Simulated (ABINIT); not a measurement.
Cu3O2:

```
CELL_PARAMETERS angstrom
-2.02298 2.02298 3.67362
2.02298 -2.02298 3.67362
2.02298 2.02298 -3.67362
ATOMIC_POSITIONS crystal
Cu 0.00000 0.00000 0.00000
Cu 0.75000 0.25000 0.50000
Cu 0.25000 0.75000 0.50000
O 0.50000 0.00000 0.50000
O 0.00000 0.50000 0.50000
```

The cell comes from a database or a generator and needn't be the stable form of this composition.

| Quantity | Value |
| --- | --- |
| Program | ABINIT 10.8.3 (patched build) |
| Task | relaxation of cell and atoms |
| Functional | LDA |
| Potentials or basis | JTH PAW LDA v2.0 |
| Cutoff | 707 eV |
| k mesh | 6 × 6 × 6 |
| Occupations | fermi-dirac, width 0.05 eV |
| Spin | no spin polarisation |

At the start: pressure -11.3 GPa; volume 12.03 Å³/atom.

Problem. Where does the relaxation end?

Solution. Over 6 steps the energy falls by 35.9 meV/atom and the volume is 11.03 Å³/atom (-8.3 %); space group I4/mmm (No. 139, to 0.05 Å).

The path:
```tsv
step	energy change (eV)	largest force (eV/Å)	pressure (GPa)	volume (Å³)
1	0.0000	0.0000	-11.28	60.14
2	-0.1225	0.0000	-6.14	58.08
3	-0.1696	0.0000	0.15	55.71
4	-0.1763	0.0000	0.10	55.45
5	-0.1793	0.0000	0.05	55.13
6	-0.1793	0.0000	0.00	55.14
```

Final structure:
```
Cu O
1.0
    -1.95827    1.95827    3.59478
     1.95827   -1.95827    3.59478
     1.95827    1.95827   -3.59478
Cu O
3 2
Direct
  0.00000 0.00000 0.00000
  0.75000 0.25000 0.50000
  0.25000 0.75000 0.50000
  0.50000 0.00000 0.50000
  0.00000 0.50000 0.50000
```

Caveat: the k mesh is coarse (spacing up to 0.37 Å⁻¹), so the values aren't converged; an odd number of electrons without spin polarisation forces a metal; a magnetic or distorted state may lie lower; the run has no spin polarisation, though such a crystal can be magnetic; the atomic spheres overlap.
